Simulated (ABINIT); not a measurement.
# BiTe in ABINIT: convergence with cutoff

Crystal: BiTe.

```xyz
2
Lattice="0.0000 3.2350 3.2350 3.2350 0.0000 3.2350 3.2350 3.2350 0.0000" Properties=species:S:1:pos:R:3 pbc="T T T"
Bi    0.0000    0.0000    0.0000
Te    3.2350    3.2350    3.2350
```

```yaml
Program: ABINIT 10.8.3 (patched build)
Task: single point
Functional: PBE
Potentials_or_basis: JTH PAW PBE v2.0
Cutoff: 245 eV
k_mesh: 7 × 7 × 7
Occupations: gaussian, width 0.1 eV
Spin: no spin polarisation
```

These are the settings of the first run; the series varies cutoff, with any setting tied to it.

Hardware: 1 thread of Arm Neoverse V1 (shared host).

| cutoff | energy less the tightest run, at zero smearing (meV/atom) | SCF cycles | CPU time (s) | peak memory (GiB) |
| --- | --- | --- | --- | --- |
| 9 Ha | 514.51 | 11 | 9.4 | 0.14 |
| 11 Ha | 156.03 | 11 | 12 | 0.14 |
| 13 Ha | 106.29 | 12 | 15 | 0.14 |
| 15.5 Ha | 84.40 | 12 | 17 | 0.15 |
| 18.5 Ha | 28.66 | 12 | 23 | 0.16 |
| 22 Ha | 16.71 | 14 | 33 | 0.16 |
| 25.5 Ha | 10.42 | 14 | 36 | 0.17 |
| 29.5 Ha | 1.32 | 14 | 50 | 0.18 |
| 35 Ha | 0.00 | 14 | 59 | 0.2 |

Not settled before the last step: the energy (to 1 meV/atom). The tightest run that finished is the yardstick and may itself not be fully converged.
